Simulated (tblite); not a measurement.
# C3H12OSi3: the cost of one run

Programs: tblite 0.8.0 and PySCF 2.14.0, with density-fitted response routines of our own. Each step states its level of theory. These are calculated values for one molecule in the gas phase, unless marked as measured. Atoms are numbered from 0 throughout.

## (1) Starting geometry

19 atoms, charge 0, multiplicity 1; geometry from: force field or distance geometry start.

Bonds of the start (Å): O0–C1 1.21, C1–C2 1.51, C2–C3 1.54, C3–Si4 1.89, Si4–Si5 2.30, Si5–Si6 2.30, C1–H7 1.12, C2–H8 1.09, C2–H9 1.09, C3–H10 1.09, C3–H11 1.10, Si4–H12 1.48, Si4–H13 1.48, Si5–H14 1.49, Si5–H15 1.48, Si6–H16 1.49, Si6–H17 1.48, Si6–H18 1.49.

## (2) Optimising the geometry with GFN2-xTB

Job settings and geometry (Å):

```
{"job": {"kind": "relax", "xc": "GFN2-xTB", "basis": "xTB"}, "charge": 0, "multiplicity": 1}
O      1.294300     2.157800     0.586400
C      2.317300     1.614100     0.221200
C      2.385700     0.328600    -0.577200
C      1.000000    -0.281800    -0.843600
Si     0.231900    -1.196600     0.624900
Si    -2.039300    -1.392500     0.317100
Si    -2.903400     0.732500     0.427500
H      3.310900     2.053000     0.481100
H      3.051200    -0.370400    -0.066800
H      2.833700     0.594600    -1.534800
H      0.309000     0.486800    -1.186300
H      1.090500    -1.013500    -1.654300
H      0.860600    -2.537000     0.719600
H      0.546100    -0.498700     1.889800
H     -2.627700    -2.257600     1.376500
H     -2.321700    -2.017900    -0.991600
H     -4.378200     0.685100     0.244700
H     -2.337300     1.572200    -0.649600
H     -2.633600     1.350600     1.761500
```

Command:

```sh
> OMP_NUM_THREADS=1 python probes_run.py task.json out
```

The driver reads the jobs from task.json and runs them one after another.

**Question.** How long does this first job take on 1 thread of Arm Neoverse N1, shared host, and how much memory does it need?

About 4 s, with a peak of 0.18 GiB.
